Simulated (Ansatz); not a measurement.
# WSi (triplet): the correlation ladder, def2-QZVPP

An exercise on one series of results from a longer session: the logs are not shown, and one member is left open.

Program: Ansatz 0.2.0, Gaussian basis. Level of theory: def2-QZVPP, core rule «outside noble gas», up to 9 orbitals frozen. These are calculated values, not measurements.

Plan: UHF; ROHF; CCSD(T) on UHF.

2 further runs of the same task are left out: 2 set aside as unsound or not needed.

**The system**

The geometry is a PBE0/def2-TZVP stationary point (not a proven minimum) of the parent state, kept for this charge and spin. No spin-orbit coupling is included. Elements past krypton take def2 core potentials.

2 atoms, charge 0, spin multiplicity 3.

Atoms are counted from 1 here; the program's logs count them from 0.

Bond lengths: W1–Si2 2.160 Å.

The first run:

Contents of in.yaml:

```yaml
crystal:
  periodic: [false, false, false]
  atoms:
    - {symbol: W, position_ang: [0.000000, 0.000000, 0.000000]}
    - {symbol: Si, position_ang: [0.000000, 0.000000, 2.160414]}
basis:
  gaussian: {orbitals: "def2-QZVPP.json"}
magnetization: {spin_polarized: true, initial_magnetization: 2}
hamiltonian: {xc: hf}
output: {orbitals: {seedname: orbitals}}
```

On the command line:

```console
$ ansatz run in.yaml --threads 1 --pin off --events-out ev --progress --plain --max-ram 3968MiB --backend cpu
```

Steps of the session up to this table: UHF; ROHF; CCSD(T) on UHF.

One of the session's tables, all rows but one given; the rest of the session is left out.

| method | from UCCSD(T) (kcal/mol) |
| --- | --- |
| ROHF | ? |
| UMP2 | +41.43 |
| UCCSD | +14.87 |
| UCCSD(T) | 0 |

Estimate the missing values for ROHF.

The run gave: from UCCSD(T) (kcal/mol): +208.60. In the column «from UCCSD(T) (kcal/mol)» it is the highest.

Left out of the table: UHF (another determinant or state than the rows shown).

To keep in mind: The determinant is far from a pure spin state, so its energy mixes those of several spin states (harmless only where they are near-degenerate, as at dissociation). Warnings: spin contamination; coupled cluster took another determinant than the lowest.
